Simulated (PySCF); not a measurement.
# IrSOH: triplet, from a PBE0 minimum start

Aim: relax IrSOH as a triplet from a PBE0 minimum start, check by its vibrations whether the end is a minimum, and collect its spectrum and constants.

Method: PBE0, basis Ir def2-SVP with ECP60, S def2-SVP, O def2-SVP, H def2-SVP, scalar-relativistic core potentials, no spin–orbit coupling, density fitting; program: PySCF 2.14.0.

## (1) The system as given

4 atoms, charge 0, spin multiplicity 3.

Bond lengths: Ir1–S2 2.064 Å, Ir1–O3 1.859 Å, O3–H4 0.970 Å. Angles: S2–Ir1–O3 124.7°, Ir1–O3–H4 112.9°.

```xyz
4
charge 0 multiplicity 3
Ir    0.1188    0.0029   -0.1928
S    -1.6776   -0.0270    0.8224
O     1.7906    0.0617    0.6175
H     2.0072   -0.7545    1.0947
```

## (2) The SCF at the typed geometry

The steps below are one call of a driver around PySCF. For each, scf.py gives the equivalent set-up of the SCF; relaxations use the driver's own optimiser. After this first run the driver tries any further starts and a stability analysis.

Contents of scf.py:

```python
from pyscf import gto, scf, dft
mol = gto.M(atom='''
Ir     0.118804     0.002930    -0.192785
S     -1.677640    -0.027043     0.822390
O      1.790551     0.061671     0.617477
H      2.007244    -0.754496     1.094747''',
    basis={'Ir': 'def2-SVP', 'S': 'def2-SVP', 'O': 'def2-SVP', 'H': 'def2-SVP'},
    ecp={'Ir': 'def2-SVP'},
    charge=0, spin=2)
mf = dft.UKS(mol, xc='PBE0')
mf.grids.atom_grid = (50, 194)
aux = {'Ir': 'def2-universal-JKFIT', 'S': 'def2-universal-JKFIT', 'O': 'def2-universal-JKFIT', 'H': 'def2-universal-JKFIT'}
mf = mf.density_fit(auxbasis=aux)
mf.conv_tol = 1e-08
mf.diis_space = 10
mf.max_cycle = 60
mf.init_guess = 'minao'
mf.verbose = 4
mf.kernel()
```

Run with:

```sh
OMP_NUM_THREADS=2 python axn.py task.json out
```

The program printed:

```text
init E= -566.164047968597
[... the frontier-level lines of each cycle are left out ...]
cycle= 1 E= -576.870953944504  delta_E= -10.7  |g|= 1.37  |ddm|= 5.76
cycle= 2 E= -568.094266200169  delta_E= 8.78  |g|= 3.65  |ddm|= 6.94
cycle= 3 E= -577.77399261664  delta_E= -9.68  |g|= 0.541  |ddm|= 6.51
cycle= 4 E= -577.725533251709  delta_E= 0.0485  |g|= 0.663  |ddm|= 0.791
cycle= 5 E= -577.910594951321  delta_E= -0.185  |g|= 0.0984  |ddm|= 0.47
cycle= 6 E= -577.911201045721  delta_E= -0.000606  |g|= 0.093  |ddm|= 0.142
cycle= 7 E= -577.916216442454  delta_E= -0.00502  |g|= 0.0205  |ddm|= 0.0976
cycle= 8 E= -577.91692337106  delta_E= -0.000707  |g|= 0.0073  |ddm|= 0.0714
cycle= 9 E= -577.917251583203  delta_E= -0.000328  |g|= 0.00649  |ddm|= 0.0514
cycle= 10 E= -577.917738521657  delta_E= -0.000487  |g|= 0.00483  |ddm|=  0.1
cycle= 11 E= -577.917951471986  delta_E= -0.000213  |g|= 0.00419  |ddm|= 0.069
cycle= 12 E= -577.918066128953  delta_E= -0.000115  |g|= 0.00132  |ddm|= 0.0589
cycle= 13 E= -577.9180928539  delta_E= -2.67e-05  |g|= 0.000707  |ddm|= 0.0334
cycle= 14 E= -577.918097301654  delta_E= -4.45e-06  |g|= 0.000386  |ddm|= 0.0116
cycle= 15 E= -577.918098495285  delta_E= -1.19e-06  |g|= 0.00018  |ddm|= 0.0051
cycle= 16 E= -577.918098874997  delta_E= -3.8e-07  |g|= 0.000106  |ddm|= 0.00446
cycle= 17 E= -577.918098909171  delta_E= -3.42e-08  |g|= 8.25e-05  |ddm|= 0.000704
cycle= 18 E= -577.918098928764  delta_E= -1.96e-08  |g|= 3.99e-05  |ddm|= 0.000746
cycle= 19 E= -577.918098940114  delta_E= -1.13e-08  |g|= 1.51e-05  |ddm|= 0.000686
cycle= 20 E= -577.918098942412  delta_E= -2.3e-09  |g|= 1.1e-05  |ddm|= 0.000216
Extra cycle  E= -577.918098943322  delta_E= -9.1e-10  |g|= 9.68e-06  |ddm|= 7.7e-05
converged SCF energy = -577.918098943322  <S^2> = 2.0232619  2S+1 = 3.015468
```

This step, with its further starts and checks, took 18 s on 2 threads of Arm Neoverse N1, shared host.

Energies from each starting density:

| start | energy (Eh) |
| --- | --- |
| the minimal-basis guess | -577.918099 |
| a thermally smeared density | -577.918099 |
| a smeared PBE density | -577.918099 |

No lower solution of this spin turned up from the other starts or in the test of internal stability.

## (3) Relaxation: PBE0 minimum start, triplet

The program finds C1 symmetry in the start. The walk stops when the largest gradient is under 0.0003 Eh/bohr and the energy has settled too.

scf.py, as its differences from that of step 2:

```diff
@@ -3,4 +3,4 @@
-Ir     0.118804     0.002930    -0.192785
-S     -1.677640    -0.027043     0.822390
-O      1.790551     0.061671     0.617477
-H      2.007244    -0.754496     1.094747''',
+Ir     0.119011     0.003233    -0.193087
+S     -1.677433    -0.026740     0.822088
+O      1.790758     0.061974     0.617175
+H      2.007451    -0.754193     1.094445''',
@@ -17 +16,0 @@
-mf.init_guess = 'minao'
```

Steps of the walk:

| step | energy (Eh) | change (kJ/mol) | largest gradient (Eh/bohr) |
| --- | --- | --- | --- |
| 0 | -577.918099 | 0.00 | 0.00016 |

The walk took 2.1 s.

Geometry (Å) and forces (eV/Å) at some steps:

```
step 0
Ir   0.119   0.003  -0.193   0.005   0.004   0.001
S   -1.677  -0.027   0.822  -0.008  -0.004   0.001
O    1.791   0.062   0.617   0.000  -0.002  -0.002
H    2.007  -0.754   1.094   0.003   0.002   0.000
```

It settles in C1 symmetry, 0.0 kJ/mol below the start, after 0 steps: Ir–O 1.859 Å, Ir–S 2.064 Å, O–H 0.970 Å; H–O–Ir 112.9°, O–Ir–S 124.7°.

## (4) Is it a minimum? Harmonic modes

On the finer grid the gradient is checked again; gradients at displacements of ±0.02 bohr then give force constants and infrared intensities.

scf.py, as its differences from that of step 3:

```diff
@@ -11 +11 @@
-mf.grids.atom_grid = (50, 194)
+mf.grids.atom_grid = (75, 302)
@@ -14 +14 @@
-mf.conv_tol = 1e-08
+mf.conv_tol = 1e-10
```

The driver hands on the density of the step before, so the log starts near convergence.

SCF at the final geometry:

```text
init E= -577.918081612798
[... the frontier-level lines of each cycle are left out ...]
cycle= 1 E= -577.918081612405  delta_E= 3.93e-10  |g|= 3.02e-05  |ddm|= 3.96e-05
cycle= 2 E= -577.918081608038  delta_E= 4.37e-09  |g|= 9.57e-05  |ddm|= 0.00012
cycle= 3 E= -577.918081612847  delta_E= -4.81e-09  |g|= 1.11e-05  |ddm|= 9.43e-05
cycle= 4 E= -577.918081612906  delta_E= -5.85e-11  |g|= 1.27e-06  |ddm|= 9.02e-06
Extra cycle  E= -577.918081612914  delta_E= -8.53e-12  |g|= 1.25e-06  |ddm|= 8.45e-06
converged SCF energy = -577.918081612914  <S^2> = 2.0232571  2S+1 = 3.0154648
```

The whole step took 1.9 min.

Geometry: C1; Ir–O 1.859 Å, Ir–S 2.064 Å, O–H 0.970 Å; H–O–Ir 112.9°, O–Ir–S 124.7°.

Modes, for the most abundant isotopes:

| symmetry | ω (cm⁻¹) | IR (km/mol) | μ (u) |
| --- | --- | --- | --- |
| a | 120 | 5.9 | 13.50 |
| a | 336 | 80.5 | 1.10 |
| a | 547 | 16.8 | 28.24 |
| a | 705 | 72.0 | 11.63 |
| a | 876 | 129 | 1.09 |
| a | 3802 | 144 | 1.07 |

No imaginary mode, so this is a minimum.

Properties at this point:

```yaml
Dipole_moment: 1.59 D
Highest_occupied_level: -6.85 eV
Lowest_empty_level: -4.05 eV
Rotational_constants: 0.565, 0.1083, 0.09152 cm⁻¹
Zero-point_energy: 38.2 kJ/mol
Principal_polarisabilities: 43.7, 48.4, 78.8 bohr³
Atomisation_energy_without_zero-point_energy: 1147 kJ/mol
Principal_traceless_quadrupole_moments_about_the_centre_of_mass: -6.00, 0.20, 5.79 D Å
Entropy_at_298.15_K_and_1_bar_electronic_part_spin_only: 314.1 J/(mol K)
Heat_capacity_Cp_at_298.15_K: 58.5 J/(mol K)
Enthalpy_at_298.15_K_above_0_K: 13.69 kJ/mol
Rotational_symmetry_number: 1
Spin_squared_⟨S²⟩: 2.023
```

Populations by atom (charges in e):

```
atom  Mulliken  Löwdin  polar tensor  spin (Mulliken)  Mayer order to Ir1
 Ir1      0.25   -0.26          0.65             1.25                   –
  S2     -0.09    0.26         -0.28             0.67                2.18
  O3     -0.39   -0.11         -0.67             0.08                1.12
  H4      0.23    0.11          0.30             0.01                0.02
```

Outer orbital energies (eV). α occupied: -11.84, -10.66, -10.44, -9.50, -8.06, -7.73, -7.30, -6.85; empty: -3.52, -1.00, 0.64, 1.26. β occupied: -14.94, -11.62, -11.25, -9.96, -8.90, -8.75, -7.29, -6.96; empty: -4.05, -3.39, -2.90, -0.50.

Mulliken populations on Ir1 (outside its core potential): s 2.97, p 6.30, d 7.45, f 0.04.

## (5) Results

| quantity | value |
| --- | --- |
| minimum | triplet, C1 |
| geometry | Ir–O 1.859 Å, Ir–S 2.064 Å, O–H 0.970 Å; H–O–Ir 112.9°, O–Ir–S 124.7° |
| wavenumbers (cm⁻¹) | 120 (a), 336 (a), 547 (a), 705 (a), 876 (a), 3802 (a) |
| dipole moment | 1.59 D |
| highest occupied, lowest empty level (either spin) | -6.85, -4.05 eV |
| polar-tensor charge of Ir1 | +0.65 e |
| zero-point energy | 38.2 kJ/mol |
| entropy at 298.15 K | 314.1 J/(mol K) |
| atomisation energy (no zero-point energy) | 1147 kJ/mol |
| ⟨S²⟩ | 2.023 |

**Reading.** The PBE0 minimum start ends in a minimum without symmetry. The strongest infrared band lies at 3802 cm⁻¹ (a). Most of the spin sits on Ir1 (Mulliken spin 1.25, against 2 for the whole molecule). Other starts or spin states, not run here, may lie lower. One determinant may miss the lowest occupation of an open d or f shell. Spin–orbit coupling, left out here, can matter for elements this heavy.

The search up to here took 2.3 min.
